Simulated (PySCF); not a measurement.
# RuO2H2: relaxation and vibrations of the triplet

The task is one start of a wider search on RuO2H2: the triplet, from a square planar (ligand arrangement 1) start. It is relaxed, tested by its Hessian and followed downhill if it is a saddle.

Method: PBE0, basis Ru def2-TZVP with ECP28, O def2-TZVP, H def2-TZVP, scalar-relativistic core potentials, no spin–orbit coupling, density fitting; program: PySCF 2.14.0.

### Step 1. The system as given

5 atoms, charge 0, spin multiplicity 3.

Bond lengths: Ru1–O2 1.710 Å, Ru1–O3 1.710 Å, Ru1–H4 1.570 Å, Ru1–H5 1.570 Å. Angles: O2–Ru1–O3 90.0°, O2–Ru1–H4 180.0°, O2–Ru1–H5 90.0°, O3–Ru1–H4 90.0°, O3–Ru1–H5 180.0°, H4–Ru1–H5 90.0°.

Coordinates in bohr (charge 0 multiplicity 3):
```
Ru    0.0000    0.0000    0.0000
O    -3.2314    0.0000    0.0000
O     0.0000   -3.2314    0.0000
H     2.9669    0.0000    0.0000
H     0.0000    2.9669    0.0000
```

### Step 2. First SCF at the start

The steps below are one call of a driver around PySCF. For each, scf.py gives the equivalent set-up of the SCF; relaxations use the driver's own optimiser. After this first run the driver tries any further starts and a stability analysis.

Input file scf.py:

```python
from pyscf import gto, scf, dft
mol = gto.M(atom='''
Ru     0.000000     0.000000     0.000000
O     -1.710000     0.000000     0.000000
O     -0.000000    -1.710000     0.000000
H      1.570000     0.000000     0.000000
H      0.000000     1.570000     0.000000''',
    basis={'Ru': 'def2-TZVP', 'O': 'def2-TZVP', 'H': 'def2-TZVP'},
    ecp={'Ru': 'def2-TZVP'},
    charge=0, spin=2)
mf = dft.UKS(mol, xc='PBE0')
mf.grids.atom_grid = (50, 194)
aux = {'Ru': 'def2-universal-JKFIT', 'O': 'def2-universal-JKFIT', 'H': 'def2-universal-JKFIT'}
mf = mf.density_fit(auxbasis=aux)
mf.conv_tol = 1e-08
mf.diis_space = 10
mf.max_cycle = 60
mf.init_guess = 'minao'
mf.verbose = 4
mf.kernel()
```

Started as:

```bash
$ OMP_NUM_THREADS=4 python axn.py task.json out
```

The program printed:

```text
init E= -238.399153328969
[... the frontier-level lines of each cycle are left out ...]
cycle= 1 E= -245.697273004343  delta_E= -7.3  |g|= 0.907  |ddm|= 3.17
cycle= 2 E= -243.797600859321  delta_E=  1.9  |g|= 2.24  |ddm|= 2.39
cycle= 3 E= -245.579586997444  delta_E= -1.78  |g|= 1.17  |ddm|= 2.17
cycle= 4 E= -246.060934344383  delta_E= -0.481  |g|= 0.408  |ddm|= 1.02
cycle= 5 E= -246.121245707403  delta_E= -0.0603  |g|= 0.106  |ddm|= 0.168
cycle= 6 E= -246.126967597479  delta_E= -0.00572  |g|= 0.0539  |ddm|= 0.117
cycle= 7 E= -246.129234759202  delta_E= -0.00227  |g|= 0.0123  |ddm|= 0.084
cycle= 8 E= -246.129716593925  delta_E= -0.000482  |g|= 0.0111  |ddm|= 0.0492
cycle= 9 E= -246.130062457827  delta_E= -0.000346  |g|= 0.00984  |ddm|= 0.0437
cycle= 10 E= -246.130342144269  delta_E= -0.00028  |g|= 0.0057  |ddm|= 0.0403
cycle= 11 E= -246.130671436962  delta_E= -0.000329  |g|= 0.00416  |ddm|= 0.0703
cycle= 12 E= -246.130790462298  delta_E= -0.000119  |g|= 0.00239  |ddm|= 0.0442
cycle= 13 E= -246.130830374781  delta_E= -3.99e-05  |g|= 0.000981  |ddm|= 0.0214
cycle= 14 E= -246.130843768048  delta_E= -1.34e-05  |g|= 0.00084  |ddm|= 0.0132
cycle= 15 E= -246.130849659432  delta_E= -5.89e-06  |g|= 0.00023  |ddm|= 0.0152
cycle= 16 E= -246.130849835449  delta_E= -1.76e-07  |g|= 0.000118  |ddm|= 0.00108
cycle= 17 E= -246.13084985175  delta_E= -1.63e-08  |g|= 0.000227  |ddm|= 0.000493
cycle= 18 E= -246.130849876044  delta_E= -2.43e-08  |g|= 5.91e-05  |ddm|= 0.000168
cycle= 19 E= -246.130849880009  delta_E= -3.96e-09  |g|= 2.8e-05  |ddm|= 0.000162
Extra cycle  E= -246.130849880105  delta_E= -9.63e-11  |g|= 4.21e-05  |ddm|= 6.1e-05
converged SCF energy = -246.130849880105  <S^2> = 2.3694088  2S+1 = 3.2369176
```

This step, with its further starts and checks, took 59 s on 4 threads of Arm Neoverse V2, shared host.

The starts that the driver tried:

| start | energy (Eh) |
| --- | --- |
| the minimal-basis guess | -246.130850 |
| a thermally smeared density | -246.172165 |
| a smeared PBE density | -246.172165 |

The first run landed in a state that is too high. Following the other starts and the instabilities gains 156.0 kJ/mol (-246.19025 Eh), and the work goes on from there.

### Step 3. Relaxing the triplet from the square planar (ligand arrangement 1) start

The program finds C2v symmetry in the start, which this walk keeps. The walk stops when the largest gradient is under 0.0003 Eh/bohr and the energy has settled too.

Edit scf.py of step 2 so:

```diff
@@ -3,5 +3,5 @@
-Ru     0.000000     0.000000     0.000000
-O     -1.710000     0.000000     0.000000
-O     -0.000000    -1.710000     0.000000
-H      1.570000     0.000000     0.000000
-H      0.000000     1.570000     0.000000''',
+Ru     0.189604     0.189604     0.000000
+O     -1.520396     0.189604     0.000000
+O      0.189604    -1.520396     0.000000
+H      1.759604     0.189604     0.000000
+H      0.189604     1.759604     0.000000''',
@@ -18 +17,0 @@
-mf.init_guess = 'minao'
```

The optimiser's trace:

| step | energy (Eh) | change (kJ/mol) | largest symmetric gradient (Eh/bohr) |
| --- | --- | --- | --- |
| 0 | -246.190254 | 0.00 | 0.06050 |
| 1 | -246.225407 | -92.30 | 0.05983 |
| 2 | -246.245179 | -144.21 | 0.05556 |
| 3 | -246.259253 | -181.16 | 0.03599 |
| 4 | -246.264083 | -193.84 | 0.01503 |
| 5 | -246.267236 | -202.12 | 0.01665 |
| 6 | -246.269709 | -208.61 | 0.01804 |
| 7 | -246.275690 | -224.31 | 0.01192 |
| 8 | -246.276389 | -226.15 | 0.01284 |
| 9 | -246.277299 | -228.54 | 0.00293 |
| 10 | -246.277580 | -229.28 | 0.00175 |
| 11 | -246.277632 | -229.41 | 0.00232 |
| 12 | -246.277692 | -229.57 | 0.00038 |
| 13 | -246.277696 | -229.58 | 0.00017 |
| 14 | -246.277697 | -229.58 | 0.00018 |

The walk took 39 s.

Geometry (Å) and forces (eV/Å) at some steps:

```
step 0
Ru   0.190   0.190   0.000  -2.477  -2.477   0.000
O   -1.520   0.190   0.000  -3.111   1.857   0.000
O    0.190  -1.520   0.000   1.857  -3.111   0.000
H    1.760   0.190   0.000   2.771   0.961   0.000
H    0.190   1.760   0.000   0.961   2.771   0.000
step 1
Ru   0.147   0.147   0.000  -3.077  -3.077   0.000
O   -1.626   0.266   0.000   0.258   1.266   0.000
O    0.266  -1.626   0.000   1.266   0.258   0.000
H    1.798   0.223   0.000   0.747   0.806   0.000
H    0.223   1.798   0.000   0.806   0.747   0.000
step 7
Ru  -0.039  -0.039   0.000   0.192   0.192   0.000
O   -1.700   0.352   0.000  -0.613   0.173   0.000
O    0.352  -1.700   0.000   0.173  -0.613   0.000
H    1.533   0.662   0.000   0.006   0.241   0.000
H    0.662   1.533   0.000   0.241   0.006   0.000
step 14
Ru  -0.056  -0.056   0.000  -0.002  -0.002   0.000
O   -1.740   0.352   0.000  -0.003  -0.005   0.000
O    0.352  -1.740   0.000  -0.005  -0.003   0.000
H    1.479   0.773   0.000   0.009   0.000   0.000
H    0.773   1.479   0.000   0.000   0.009   0.000
```

It settles in C2v symmetry, 229.6 kJ/mol below the start, after 14 steps: H–H 0.998 Å, Ru–H 1.745 Å (×2), Ru–O 1.733 Å (×2); H–H–Ru 73.4° (×2), H–Ru–H 33.2°, H–Ru–O 104.8° (×2), H–Ru–O 138.0° (×2), O–Ru–O 117.2°.

### Step 4. Frequencies

On the finer grid the gradient is checked again; gradients at displacements of ±0.02 bohr then give force constants and infrared intensities.

Edit scf.py of step 3 so:

```diff
@@ -3,5 +3,5 @@
-Ru     0.189604     0.189604     0.000000
-O     -1.520396     0.189604     0.000000
-O      0.189604    -1.520396     0.000000
-H      1.759604     0.189604     0.000000
-H      0.189604     1.759604     0.000000''',
+Ru     0.132775     0.132775     0.000000
+O     -1.551294     0.538719     0.000000
+O      0.538719    -1.551294     0.000000
+H      1.668862     0.962366     0.000000
+H      0.962366     1.668862     0.000000''',
@@ -12 +12 @@
-mf.grids.atom_grid = (50, 194)
+mf.grids.atom_grid = (75, 302)
@@ -15 +15 @@
-mf.conv_tol = 1e-08
+mf.conv_tol = 1e-10
```

The driver hands on the density of the step before, so the log starts near convergence.

Log of the central SCF (cycles and frontier levels):

```text
init E= -246.277677808083
[... the frontier-level lines of each cycle are left out ...]
cycle= 1 E= -246.277677808042  delta_E= 4.1e-11  |g|= 1.32e-05  |ddm|= 1.46e-05
cycle= 2 E= -246.277677807051  delta_E= 9.91e-10  |g|= 5.33e-05  |ddm|= 3.21e-05
cycle= 3 E= -246.277677808145  delta_E= -1.09e-09  |g|= 2.41e-06  |ddm|= 2.68e-05
cycle= 4 E= -246.277677808139  delta_E= 5.85e-12  |g|= 2.7e-06  |ddm|= 2.27e-06
Extra cycle  E= -246.277677808176  delta_E= -3.69e-11  |g|= 7.4e-06  |ddm|= 1.92e-05
converged SCF energy = -246.277677808176  <S^2> = 3.017008  2S+1 = 3.6149733
```

The whole step took 82 s.

Geometry: C2v; H–H 0.999 Å, Ru–H 1.746 Å (×2), Ru–O 1.732 Å (×2); H–H–Ru 73.4° (×2), H–Ru–H 33.3°, H–Ru–O 104.8° (×2), H–Ru–O 138.1° (×2), O–Ru–O 117.1°.

Harmonic modes (main isotopes):

```csv
symmetry,ω (cm⁻¹),IR (km/mol)
b2,244i,53.9
b1,193i,9.2
a1,264,0.0
a1,788,190
b2,802,14.6
a1,1088,96.9
a2,1327,0.0
b2,1818,149
a1,1846,237
```

2 modes are imaginary, the largest at 244i cm⁻¹: a saddle point, not a minimum.

Properties at this point:

| Quantity | Value |
| --- | --- |
| Dipole moment | 3.08 D |
| Highest occupied level | -6.20 eV |
| Lowest empty level | -4.71 eV |
| Rotational constants | 0.625, 0.2396, 0.1732 cm⁻¹ |
| Zero-point energy (real modes) | 47.4 kJ/mol |
| Principal polarisabilities | 26.3, 51.6, 53.2 bohr³ |
| Atomisation energy without zero-point energy | 1166 kJ/mol |
| Principal traceless quadrupole moments about the centre of mass | -8.71, 3.22, 5.48 D Å |
| Spin squared ⟨S²⟩ | 3.017 |

Populations by atom (charges in e):

| atom | Mulliken | Löwdin | polar tensor | spin (Mulliken) | Mayer order to Ru1 |
| --- | --- | --- | --- | --- | --- |
| Ru1 | 0.99 | 0.41 | 0.60 | 1.69 | – |
| O2,3 | -0.51 | -0.28 | -0.37 | 0.34 | 1.59 |
| H4,5 | 0.02 | 0.07 | 0.08 | -0.19 | 0.50 |

Outer orbital energies (eV). α occupied: -12.64, -12.60, -12.14, -10.74, -9.27, -9.14, -8.67, -7.58; empty: -3.70, -3.05, -0.23, 0.54. β occupied: -15.36, -12.78, -12.22, -10.59, -10.44, -9.70, -9.19, -6.20; empty: -4.71, -4.46, -2.75, -2.43.

Mulliken populations on Ru1 (outside its core potential): s 2.36, p 6.32, d 6.30, f 0.03.

### Step 5. Following the imaginary mode

The start is the last point, displaced along its most imaginary mode.

The program finds Cs symmetry in the start, which this walk keeps. The walk stops when the largest gradient is under 0.0003 Eh/bohr and the energy has settled too.

Edit scf.py of step 4 so:

```diff
@@ -3,5 +3,5 @@
-Ru     0.132775     0.132775     0.000000
-O     -1.551294     0.538719     0.000000
-O      0.538719    -1.551294     0.000000
-H      1.668862     0.962366     0.000000
-H      0.962366     1.668862     0.000000''',
+Ru     0.133984     0.131770    -0.000000
+O     -1.542224     0.544493     0.000000
+O      0.533150    -1.560160     0.000000
+H      1.608100     1.065888    -0.000000
+H      0.859050     1.729829    -0.000000''',
@@ -12 +12 @@
-mf.grids.atom_grid = (75, 302)
+mf.grids.atom_grid = (50, 194)
@@ -15 +15 @@
-mf.conv_tol = 1e-10
+mf.conv_tol = 1e-08
```

Steps of the walk:

| step | energy (Eh) | change (kJ/mol) | largest symmetric gradient (Eh/bohr) |
| --- | --- | --- | --- |
| 0 | -246.277788 | 0.00 | 0.00196 |
| 1 | -246.277846 | -0.15 | 0.00174 |
| 2 | -246.278326 | -1.41 | 0.01210 |
| 3 | -246.278689 | -2.36 | 0.03238 |
| 4 | -246.279561 | -4.65 | 0.03218 |
| 5 | -246.286794 | -23.64 | 0.02821 |
| 6 | -246.293464 | -41.16 | 0.02376 |
| 7 | -246.294321 | -43.41 | 0.03026 |
| 8 | -246.299337 | -56.58 | 0.01261 |
| 9 | -246.300251 | -58.98 | 0.00575 |
| 10 | -246.300461 | -59.53 | 0.00295 |
| 11 | -246.300546 | -59.75 | 0.00254 |
| 12 | -246.300600 | -59.89 | 0.00263 |
| 13 | -246.300655 | -60.04 | 0.00157 |
| 14 | -246.300674 | -60.09 | 0.00112 |
| 15 | -246.300684 | -60.11 | 0.00115 |
| 16 | -246.300702 | -60.16 | 0.00164 |
| 17 | -246.300724 | -60.22 | 0.00175 |
| 18 | -246.300738 | -60.25 | 0.00090 |
| 19 | -246.300740 | -60.26 | 0.00017 |

The walk took 60 s.

It settles in Cs symmetry, 60.3 kJ/mol below the start, after 19 steps: H–H 0.768 Å, Ru–O 1.708 Å, Ru–O 1.713 Å; O–Ru–O 107.9°.

### Step 6. Hessian and properties

The same treatment as at the point before.

Edit scf.py of step 5 so:

```diff
@@ -3,5 +3,5 @@
-Ru     0.133984     0.131770    -0.000000
-O     -1.542224     0.544493     0.000000
-O      0.533150    -1.560160     0.000000
-H      1.608100     1.065888    -0.000000
-H      0.859050     1.729829    -0.000000''',
+Ru     0.201385     0.074662    -0.000000
+O     -1.313864     0.874126     0.000000
+O     -0.092754    -1.607961     0.000000
+H      1.327471     1.898835    -0.000000
+H      0.627102     2.213382    -0.000000''',
@@ -12 +12 @@
-mf.grids.atom_grid = (50, 194)
+mf.grids.atom_grid = (75, 302)
@@ -15 +15 @@
-mf.conv_tol = 1e-08
+mf.conv_tol = 1e-10
```

SCF at the final geometry:

```text
init E= -246.300737040746
[... the frontier-level lines of each cycle are left out ...]
cycle= 1 E= -246.300737040714  delta_E= 3.19e-11  |g|= 9.6e-06  |ddm|= 6.07e-06
Extra cycle  E= -246.300737040224  delta_E= 4.9e-10  |g|= 3.79e-05  |ddm|= 2.19e-05
converged SCF energy = -246.300737040224  <S^2> = 2.9692546  2S+1 = 3.5884563
```

The whole step took 2 min on 4 threads of Arm Neoverse V2, shared host.

Geometry: Cs; H–H 0.768 Å, Ru–O 1.708 Å, Ru–O 1.713 Å; O–Ru–O 107.9°.

Modes, for the most abundant isotopes:

```tsv
symmetry	ω (cm⁻¹)	IR (km/mol)
a''	201	0.0
a'	271	12.6
a''	307	1.5
a'	309	14.8
a'	357	7.4
a'	833	88.9
a'	869	63.7
a'	945	25.3
a'	4062	23.3
```

All wavenumbers are real: a minimum.

Constants and moments:

```
Dipole moment                                                   : 4.36 D
Highest occupied level                                          : -6.00 eV
Lowest empty level                                              : -4.08 eV
Rotational constants                                            : 0.5507, 0.2548, 0.1742 cm⁻¹
Zero-point energy                                               : 48.8 kJ/mol
Principal polarisabilities                                      : 29.6, 51.3, 57.7 bohr³
Atomisation energy without zero-point energy                    : 1226 kJ/mol
Principal traceless quadrupole moments about the centre of mass : -5.54, 2.75, 2.78 D Å
Entropy at 298.15 K and 1 bar (electronic part: spin only)      : 312.2 J/(mol K)
Heat capacity Cp at 298.15 K                                    : 75.2 J/(mol K)
Enthalpy at 298.15 K above 0 K                                  : 16.13 kJ/mol
Rotational symmetry number                                      : 1
Spin squared ⟨S²⟩                                               : 2.969
```

Charges (e) and bond orders:

| atom | Mulliken | Löwdin | polar tensor | spin (Mulliken) | Mayer order to Ru1 |
| --- | --- | --- | --- | --- | --- |
| Ru1 | 0.88 | 0.39 | 1.09 | 1.29 | – |
| O2 | -0.51 | -0.29 | -0.57 | 0.27 | 1.76 |
| O3 | -0.53 | -0.29 | -0.58 | 0.45 | 1.75 |
| H4 | 0.03 | 0.07 | 0.00 | 0.01 | 0.18 |
| H5 | 0.12 | 0.11 | 0.06 | -0.03 | 0.12 |

Mulliken populations on Ru1 (outside its core potential): s 2.51, p 6.25, d 6.33, f 0.02.

### Step 7. All stationary points

| spin | group | bonds | imaginary modes (cm⁻¹) | ΔE (kJ/mol) | with zero-point energy |
| --- | --- | --- | --- | --- | --- |
| broken-symmetry (Ms = 1) | Cs | H–H 0.768 Å, Ru–O 1.708 Å, Ru–O 1.713 Å | none | 0.0 | 0.0 |
| broken-symmetry (Ms = 1) | C2v | H–H 0.999 Å, Ru–H 1.746 Å (×2), Ru–O 1.732 Å (×2) | 244i, 193i | 60.5 | – |

### Step 8. Outcome

| quantity | value |
| --- | --- |
| minimum | broken-symmetry (Ms = 1), Cs |
| geometry | H–H 0.768 Å, Ru–O 1.708 Å, Ru–O 1.713 Å; O–Ru–O 107.9° |
| wavenumbers (cm⁻¹) | 201 (a''), 271 (a'), 307 (a''), 309 (a'), 357 (a'), 833 (a'), 869 (a'), 945 (a'), 4062 (a') |
| dipole moment | 4.36 D |
| highest occupied, lowest empty level (either spin) | -6.00, -4.08 eV |
| polar-tensor charge of Ru1 | +1.09 e |
| zero-point energy | 48.8 kJ/mol |
| entropy at 298.15 K | 312.2 J/(mol K) |
| atomisation energy (no zero-point energy) | 1226 kJ/mol |
| ⟨S²⟩ | 2.969 |

**Reading.** From C2v at the start the molecule goes to a Cs minimum, after a stop at a second-order saddle point 60.5 kJ/mol higher, from which it was pushed off along an imaginary mode. The determinant is spin-contaminated (⟨S²⟩ = 2.97 against 2.00), so it is no pure spin state. The strongest infrared band lies at 833 cm⁻¹ (a'). The first SCF alone would have been 156 kJ/mol too high. Other starts or spin states, not run here, may lie lower. One determinant may miss the lowest occupation of an open d or f shell.

The search up to here took 6 min.
